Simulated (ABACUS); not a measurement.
The system is Ta3AsAu2O13.

```
Ta As Au O
1.0
     5.24237    3.02668    4.14273
    -5.24237    3.02668    4.14273
     0.00000   -6.05337    4.14273
Ta As Au O
3 1 2 13
Direct
  0.23108 0.57229 0.23108
  0.23108 0.23108 0.57229
  0.57229 0.23108 0.23108
  0.55878 0.55878 0.55878
  0.96559 0.96559 0.96559
  0.75105 0.75105 0.75105
  0.40884 0.66762 0.40884
  0.40884 0.40884 0.66762
  0.66762 0.40884 0.40884
  0.49726 0.01313 0.36024
  0.36024 0.49726 0.01313
  0.01313 0.36024 0.49726
  0.36024 0.01313 0.49726
  0.01313 0.49726 0.36024
  0.49726 0.36024 0.01313
  0.10963 0.74806 0.10963
  0.10963 0.10963 0.74806
  0.74806 0.10963 0.10963
  0.30840 0.30840 0.30840
```

The cell was built by a generator and needn't be a form met in nature.

Base run:

```yaml
Program: ABACUS 3.10.1
Functional: PBE
Potentials_or_basis: SPMS ONCV 1.0 PBE
Cutoff: 1361 eV
Density_cutoff: 5442 eV
Basis: TZDP LCAO (the cutoffs set its grid)
k_mesh: 3 × 3 × 3
Occupations: fermi-dirac, width 0.05 eV
Spin: no spin polarisation
```

Its results: band gap on the k mesh 1.08 eV, indirect (least direct gap 1.12 eV); pressure 0.2 GPa; largest force 0.436 eV/Å.

Problem. The run is repeated on the same cell with these changes: potentials or basis from SPMS ONCV 1.0 PBE to Ansatz NC PBE; basis from TZDP LCAO (the cutoffs set its grid) to DZP LCAO (the cutoffs set its grid); valence electrons from 170 to 212. What comes out?

Solution. Band gap on the k mesh 1.10 eV, indirect (least direct gap 1.13 eV); pressure 2.0 GPa; largest force 0.763 eV/Å.

Caveats: the atomic orbitals were generated for these runs and aren't a published set; spin-orbit coupling is left out, which moves the levels of the heavy elements; an odd mesh through Γ misses points on the zone boundary, where band edges often lie; the basis of atomic orbitals isn't converged, which shifts pressures, moduli and gaps.

Not every run made on this cell is shown here.
